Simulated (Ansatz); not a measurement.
# RbBi2: the cost of one run

All numbers are computed with the Python package of Ansatz 0.2.0. Level of theory: DFT PBEsol+D3(BJ) with three-body term, plane waves, PAW.

## 1. The system

Symmetry: Fd-3m, No. 227, cubic system. Conventional cell: a = 9.603 Å, b = 9.603 Å, c = 9.603 Å, α = 90.00°, β = 90.00°, γ = 90.00°. Rb (site symmetry -43m) has 12 Bi at 3.98 Å and 4 Rb at 4.16 Å in its first shell of neighbours. Bi (site symmetry -3m) is surrounded by 6 Bi at 3.40 Å and 6 Rb at 3.98 Å.

The script holds or builds the structure itself.

## 2. The script

File vcrelax_rbbi2.py:

```python
# -*- coding: utf-8 -*-
import logging
import sys
import warnings

import ansatz as az
from ase import Atoms
from ase.data import atomic_numbers
from ase.neighborlist import neighbor_list
import numpy as np
import spglib

logging.basicConfig(stream=sys.stdout, format="%(levelname)s %(message)s")
logger = logging.getLogger("ansatz_job")
logger.setLevel(logging.INFO)

def edges_and_angles(cell):
    cell = np.asarray(cell)
    a, b, c = np.linalg.norm(cell, axis=1)
    cosines = cell[1] @ cell[2] / (b * c), cell[0] @ cell[2] / (a * c), cell[0] @ cell[1] / (a * b)
    return (a, b, c, *np.degrees(np.arccos(cosines)))

warnings.simplefilter("ignore", az.DeckWarning)

lattice = az.Lattice.of(
    (0.0, 4.801394, 4.801394),
    (4.801394, 0.0, 4.801394),
    (4.801394, 4.801394, 0.0),
)
sites = [
    ("Rb", (0.5, 0.5, 0.5)),
    ("Rb", (0.75, 0.75, 0.75)),
    ("Bi", (0.625, 0.125, 0.125)),
    ("Bi", (0.125, 0.125, 0.125)),
    ("Bi", (0.125, 0.125, 0.625)),
    ("Bi", (0.125, 0.625, 0.125)),
]
structure = az.Crystal(lattice=lattice)
for symbol, position in sites:
    structure = structure.atom(symbol, position)

job = structure.calculation()
job = job.scf(extra_bands=16)
job = job.basis(380)
job = job.kpoints(length=32)
job = job.functional("PBEsol", dispersion="d3bjatm").occupations("fermi_dirac", width=0.02)
job = job.relax(force_tolerance=0.01, cell=True, stress_tolerance=0.05)
steps = []


def collect(event):
    if event["event"] == "relax_step":
        steps.append(event["data"])


done = job.session().plan().execute(on_event=collect)
rep = done.report
for s in steps:
    flag = "" if s["accepted"] else "  (rejected)"
    logger.info("step %2d  E = %.5f eV  largest force component = %.4f eV/A%s" % (s["step"], s["lagrangian_ev"], s["allowed_force_max_ev_ang"], flag))

first, last = steps[0], steps[-1]
symbols = [site.symbol for site in done.lattice.sites]
logger.info(f"energy gained {first['lagrangian_ev'] - last['lagrangian_ev']:.4f} eV in {len(steps) - 1} steps")
for label, vectors in (("before", first["cell_ang"]), ("after", done.lattice.cell_ang)):
    print(label, "a b c (A) {:.4f} {:.4f} {:.4f}  angles {:.2f} {:.2f} {:.2f}".format(*edges_and_angles(vectors)), f" V = {abs(np.linalg.det(vectors)):.3f} A^3")
print("final stress xx yy zz (GPa, compression positive):", np.round(np.diag(rep["stress_gpa"]), 3) + 0.0)

final = Atoms(symbols, positions=last["positions_ang"], cell=done.lattice.cell_ang, pbc=True)
i, j, d = neighbor_list("ijd", final, 4.5)
logger.info("neighbours within 1.15 times the shortest distance of each atom (A)")
for atom in range(len(final)):
    near = [m for m in np.argsort(d) if i[m] == atom]
    shell = [m for m in near if d[m] < 1.15 * d[near[0]]]
    print(f"{symbols[atom]}{atom} ({len(shell)}):", ", ".join(f"{symbols[j[m]]} {d[m]:.3f}" for m in shell))

fractions = [site.position_frac for site in done.lattice.sites]
numbers = [atomic_numbers[s] for s in symbols]
for tolerance in (1e-3, 1e-2, 1e-1):
    print(f"space group at {tolerance} A:", spglib.get_spacegroup((done.lattice.cell_ang, fractions, numbers), symprec=tolerance))

n_atoms = len(rep["lattice"]["sites"])
print("F =", round(rep["free_energy_ev"], 4), "eV for", n_atoms, "atoms")
print("E(sigma -> 0) =", round(rep["energy_sigma0_ev"], 4), "eV, TS =", round(rep["entropy_ts_ev"], 5), "eV")
print("closed by", rep["closed_by"], "after", rep["n_iterations"], "iterations")
```

## 3. Running it

Run with:

```
$ python vcrelax_rbbi2.py
```

**Question.** How long does this script take on 1 thread of Arm Neoverse V1, shared host, and how much memory does it need?

About 43 s, with a peak of 0.6 GiB.
